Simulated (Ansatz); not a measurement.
# CoSi16: the cost of one run

All numbers below are computed with Ansatz 0.2.0 (DFT PBE+D3(BJ), plane waves, PAW, scalar-relativistic, collinear spin).

2 further runs of the same task are left out: 2 for a known fault of the program.

### 1 Starting point

The cell holds 17 atoms (CoSi16): a = 7.679 Å, b = 7.679 Å, c = 7.679 Å, α = 60.00°, β = 60.00°, γ = 60.00°.

As a file:

```
CELL_PARAMETERS angstrom
0.00000 5.43000 5.43000
5.43000 0.00000 5.43000
5.43000 5.43000 0.00000
ATOMIC_POSITIONS crystal
Si 0.00000 0.00000 0.00000
Si 0.12500 0.12500 0.12500
Si 0.00000 0.00000 0.50000
Si 0.12500 0.12500 0.62500
Si 0.00000 0.50000 0.00000
Si 0.12500 0.62500 0.12500
Si 0.00000 0.50000 0.50000
Si 0.12500 0.62500 0.62500
Si 0.50000 0.00000 0.00000
Si 0.62500 0.12500 0.12500
Si 0.50000 0.00000 0.50000
Si 0.62500 0.12500 0.62500
Si 0.50000 0.50000 0.00000
Si 0.62500 0.62500 0.12500
Si 0.50000 0.50000 0.50000
Si 0.62500 0.62500 0.62500
Co 0.05767 0.30870 0.82172
```

### 2 Relaxing the start

input.yaml reads:

```yaml
accuracy: low
crystal:
  lattice:
    - [0.0, 5.43, 5.43]
    - [5.43, 0.0, 5.43]
    - [5.43, 5.43, 0.0]
  atoms:
    - { symbol: Si, position: [0.0, 0.0, 0.0] }
    - { symbol: Si, position: [0.125, 0.125, 0.125] }
    - { symbol: Si, position: [0.0, 0.0, 0.5] }
    - { symbol: Si, position: [0.125, 0.125, 0.625] }
    - { symbol: Si, position: [0.0, 0.5, 0.0] }
    - { symbol: Si, position: [0.125, 0.625, 0.125] }
    - { symbol: Si, position: [0.0, 0.5, 0.5] }
    - { symbol: Si, position: [0.125, 0.625, 0.625] }
    - { symbol: Si, position: [0.5, 0.0, 0.0] }
    - { symbol: Si, position: [0.625, 0.125, 0.125] }
    - { symbol: Si, position: [0.5, 0.0, 0.5] }
    - { symbol: Si, position: [0.625, 0.125, 0.625] }
    - { symbol: Si, position: [0.5, 0.5, 0.0] }
    - { symbol: Si, position: [0.625, 0.625, 0.125] }
    - { symbol: Si, position: [0.5, 0.5, 0.5] }
    - { symbol: Si, position: [0.625, 0.625, 0.625] }
    - { symbol: Co, position: [0.0576674, 0.3086987, 0.8217166], spin: 1.0 }
magnetization:
  spin_polarized: true
basis:
  ecutwfc: 420.0
kpoints:
  mp_grid: { grid: [2, 2, 2] }
hamiltonian:
  xc: pbe
  dispersion: d3bj
  pseudopotentials: { kind: paw, azcp: { folder: soft_1 } }
scf:
  occupations: { method: fermi_dirac, width: 0.02 }
  lower_state_search: "off"
relax:
  f_tol: 0.08
  max_steps: 25
  adjacent_minimum: "off"
```

On the command line:

```console
$ ansatz run input.yaml --threads 2 --pin off --max-ram 5120MiB --backend cpu --events-out ev --progress --plain --runs-dir out
```

What time and memory should one allow on 2 threads of Arm Neoverse V1, shared host?

About 89 s, with a peak of 0.74 GiB.
